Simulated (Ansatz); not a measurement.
This script makes cell relaxations under several functionals of TaTi3, space group Pm-3m with the Python package of Ansatz (0.2.0).

`tati3_lattice.py`:
```python
# -*- coding: utf-8 -*-
"""How the lattice of TaTi3 depends on the functional."""

import warnings

import ansatz as az
import numpy as np

def edges_and_angles(cell):
    cell = np.asarray(cell)
    a, b, c = np.linalg.norm(cell, axis=1)
    cosines = cell[1] @ cell[2] / (b * c), cell[0] @ cell[2] / (a * c), cell[0] @ cell[1] / (a * b)
    return (a, b, c, *np.degrees(np.arccos(cosines)))


def main():
    warnings.simplefilter("ignore", az.DeckWarning)

    tati3 = (
        az.Lattice.from_parameters(4.133054, 4.133054, 4.133054, alpha=90.0, beta=90.0, gamma=90.0)
        .atom("Ti", [0.0, 0.5, 0.5])
        .atom("Ti", [0.5, 0.0, 0.5])
        .atom("Ti", [0.5, 0.5, 0.0])
        .atom("Ta", [0.0, 0.0, 0.0])
    )

    calculation = (
        tati3.calculation()
        .occupations("Fermi-Dirac", width=0.05)
        .kpoints(6, center="gamma")
        .relax(cell=True, force_tolerance=0.01)
    )

    levels = [("pbesol", "none"), ("pbesol", "d3bj"), ("lda", "none")]
    print("level            a       b       c    alpha   beta  gamma  V/atom  steps")
    for name, dispersion in levels:
        seen = []
        run = calculation.functional(name, dispersion=dispersion).session().plan()
        out = run.execute(on_event=lambda e: seen.append(e) if e["event"] == "relax_step" else None)
        cell = out.lattice.cell_ang
        label = name if dispersion == "none" else f"{name}+{dispersion}"
        print("{:13s} {:7.4f} {:7.4f} {:7.4f} {:6.2f} {:6.2f} {:6.2f}".format(label, *edges_and_angles(cell)), f"{abs(np.linalg.det(cell)) / len(out.lattice.sites):7.3f} {len(seen):5d}")


if __name__ == "__main__":
    main()
```

Rank the levels of theory by the volume of the relaxed cell.

From smallest to largest: PBEsol+D3BJ (16.18 Å³ an atom, -8.3 % against the start), LDA (16.37 Å³ an atom, -7.3 % against the start) and PBEsol (16.94 Å³ an atom, -4.0 % against the start). The spread is 4.6 % in volume.

What the script printed:

```console
$ python tati3_lattice.py
level            a       b       c    alpha   beta  gamma  V/atom  steps
pbesol         4.0766  4.0766  4.0766  90.00  90.00  90.00  16.937     5
pbesol+d3bj    4.0154  4.0154  4.0154  90.00  90.00  90.00  16.185     6
lda            4.0306  4.0306  4.0306  90.00  90.00  90.00  16.370     6
```

What to keep in mind:
- No spin polarisation was allowed.
- Forces vanish by symmetry, so the ions can't move, and the end may be a saddle.
- Dispersion corrections can be off by several per cent in the lattices of metals, and by several GPa in the pressure at a fixed cell.
- For a metal this k-point mesh is coarse: on a finer one energies can move by several to tens of meV an atom and pressures by half a GPa or more, differences at one mesh by less.
- Spin-orbit coupling, which matters for elements this heavy, is left out.
- The structure comes from a database of computed cells and needn't be a stable or known phase.
- Hardware and time: 72 s on 1 thread of Arm Neoverse N1 (shared host), peak memory 0.46 GiB.
